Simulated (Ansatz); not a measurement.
# Al2Pt: how well frozen cores do

Aim: solve Al2Pt at one geometry with full-potential LAPW, PAW with frozen cores and all-electron PAW on datasets made for the crystal, and see where they agree.

Method: DFT PBE, scalar-relativistic, in Ansatz 0.2.0.

## 1. The structure to begin with

Symmetry: Fm-3m, No. 225, cubic system. Conventional cell: a = 5.910 Å, b = 5.910 Å, c = 5.910 Å, α = 90.00°, β = 90.00°, γ = 90.00°. Around Al (site symmetry -43m) lie 4 Pt at 2.56 Å. Pt (site symmetry m-3m) is surrounded by 8 Al at 2.56 Å.

Structure file:

```cif
data_structure
_symmetry_space_group_name_H-M 'P 1'
_symmetry_Int_Tables_number 1
_cell_length_a 4.1790
_cell_length_b 4.1790
_cell_length_c 4.1790
_cell_angle_alpha 60.000
_cell_angle_beta 60.000
_cell_angle_gamma 60.000
_cell_volume 51.61
loop_
_atom_site_label
_atom_site_type_symbol
_atom_site_fract_x
_atom_site_fract_y
_atom_site_fract_z
_atom_site_occupancy
Al1 Al 0.25000 0.25000 0.25000 1
Al2 Al 0.75000 0.75000 0.75000 1
Pt1 Pt 0.00000 0.00000 0.00000 1
```

The structure is an experimental refinement, used without relaxation.

Atoms are numbered in the order of the input: Al1, Al2, Pt3.

## 2. Full-potential LAPW

Contents of input.yaml:

```yaml
crystal:
  lattice:
    - [0.0, 2.955, 2.955]
    - [2.955, 0.0, 2.955]
    - [2.955, 2.955, 0.0]
  atoms:
    - { symbol: Al, position: [0.25, 0.25, 0.25] }
    - { symbol: Al, position: [0.75, 0.75, 0.75] }
    - { symbol: Pt, position: [0.0, 0.0, 0.0] }
kpoints:
  mp_grid: { grid: [12, 12, 12] }
  band_path:
    path:
      - [0.0, 0.0, 0.0]
      - [0.5, 0.0, 0.5]
      - [0.625, 0.25, 0.625]
      - [0.375, 0.375, 0.75]
      - [0.0, 0.0, 0.0]
      - [0.5, 0.5, 0.5]
      - [0.5, 0.25, 0.75]
      - [0.5, 0.0, 0.5]
    npoints: 14
scf:
  occupations: { method: fermi_dirac, width: 0.08 }
hamiltonian:
  xc: pbe
  pseudopotentials: { kind: all_electron, lapw: { basis_error: 0.001 } }
output:
  forces: true
  stress: true
  eigenvalues: true
  populations: true
  dos: { projected: true, de: 0.2, e_range: [-14, 8] }
```

Run with:

```bash
ansatz run input.yaml --threads 1 --pin off --max-ram 4096MiB --backend cpu --events-out ev --progress --plain --runs-dir out
```

## 3. PAW with frozen cores

Edit input.yaml of step 2 so:

```diff
@@ -26,3 +26,3 @@
   xc: pbe
-  pseudopotentials: { kind: all_electron, lapw: { basis_error: 0.001 } }
+  pseudopotentials: { kind: paw }
 output:
@@ -31,3 +31,9 @@
   eigenvalues: true
+  efg: { contact_densities: true }
   populations: true
+  bader: true
   dos: { projected: true, de: 0.2, e_range: [-14, 8] }
+  write_density: true
+  write_potential: true
+  elf: true
+  volumetric_format: npy
```

## 4. All-electron PAW on datasets made for the crystal

Edit input.yaml of step 3 so:

```diff
@@ -21,3 +21,3 @@
       - [0.5, 0.0, 0.5]
-    npoints: 14
+    npoints: 8
 scf:
@@ -26,3 +26,3 @@
   xc: pbe
-  pseudopotentials: { kind: paw }
+  pseudopotentials: { kind: all_electron, datasets: crystal }
 output:
@@ -32,8 +32 @@
   efg: { contact_densities: true }
-  populations: true
-  bader: true
-  dos: { projected: true, de: 0.2, e_range: [-14, 8] }
-  write_density: true
-  write_potential: true
-  elf: true
-  volumetric_format: npy
```

(Steps that only read results are left out.)

What does the calculation give? Wanted: pressure; gap; Bader charges; highest ELF.

The runs gave:

```
           quantity                                           value
           pressure  LAPW 2.48, PAW 2.49, crystal datasets 2.48 GPa
         gap (LAPW)                                            none
Bader charges (PAW)                          Al1 +1.86, Pt3 -3.73 e
  highest ELF (PAW)                            0.68, 0.98 Å from Al
```

The pressure of 2.5 GPa pushes the cell to expand, with the atoms held in place. Bands cross the Fermi level: the crystal is a metal at this level. Al 3p carries the largest share, 71 %, of the projected states within 0.3 eV of the Fermi level. The projection holds only the free atom's occupied shells (Al 3s, Al 3p, Pt 6s, Pt 5d in this range). In pressure, PAW differs from LAPW by less than 0.01 GPa. LAPW took about 1.7 times as long as PAW (42 s against 24 s, on a shared host and with the outputs that each input asks for). Spin-orbit coupling is left out, though the cell holds Pt; in elements this heavy it can shift bands and gaps by tenths of an eV.
